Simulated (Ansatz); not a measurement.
Consider an atomisation energy of H₃NSSi, SMILES N[Si]S (Ansatz 0.2.0, Python API).

Script `tae_h3nssi.py`:
```python
"""Atomisation energy of H3NSSi at the given geometry."""

from collections import Counter

import ansatz as az

BASIS_SET = "pcseg-2"
LEVEL = "MP2"


def total_energy(molecule, charge=0, unpaired=0):
    calc = (
        molecule.calculation()
        .basis(gaussian=BASIS_SET)
        .correlation(LEVEL)
    )
    if charge:
        calc = calc.charge(charge)
    if unpaired:
        calc = calc.spin("collinear", total=unpaired)
    report = calc.run(threads=1, pin="off").report
    if report["published_state_doubts"]:
        print("  doubts:", report["published_state_doubts"])
    return report["free_energy_ev"]

geometry_ang = [
    ("N", (-1.133, 0.0354, -0.7567)),
    ("Si", (-0.2959, -0.9744, 0.229)),
    ("S", (1.3629, 0.2213, 0.7575)),
    ("H", (-1.3154, 0.9457, -0.2567)),
    ("H", (-0.5888, 0.3813, -1.5579)),
    ("H", (2.0124, -0.6732, 1.5386)),
]
system = az.Crystal.molecule()
for symbol, xyz in geometry_ang:
    system = system.atom(symbol, xyz)

# Hund ground states
unpaired = {"N": 3, "Si": 2, "S": 2, "H": 1}
counts = Counter(site.symbol for site in system.cartesian_sites)
atom_energy = {s: total_energy(az.Crystal.molecule().atom(s, (0, 0, 0)), 0, unpaired[s]) for s in counts}
whole = total_energy(system, 0, 0)
for s, e in atom_energy.items():
    print(f"{s:2s} x{counts[s]}  {e:14.5f} eV")
print(f"H3NSSi: {whole:.5f} eV")
split = sum(counts[s] * e for s, e in atom_energy.items()) - whole
print(f"atomisation energy (no zero-point term): {96.485332 * split:.1f} kJ/mol, {split / sum(counts.values()):.3f} eV an atom")
```

What does it cost to take this molecule apart into atoms?

1783.7 kJ/mol from the electronic energies, without the zero-point term.

The run itself:

Running `python tae_h3nssi.py` prints:
```text
N  x1     -1482.79572 eV
Si x1     -7861.30528 eV
S  x1    -10819.50903 eV
H  x3       -13.60238 eV
H3NSSi: -20222.90340 eV
atomisation energy (no zero-point term): 1783.7 kJ/mol, 3.081 eV an atom
```

Reading the output:
- Total energies depend on the basis set; only differences at equal settings carry meaning.
- The geometry is a force-field or estimated start, not a minimum of this method, and the basis set is short of its limit. All parts are taken at fixed geometry, without zero-point energy.
- The whole script took 3.8 s on 1 thread of Arm Neoverse V1, with other jobs on the host, peak memory 0.27 GiB.
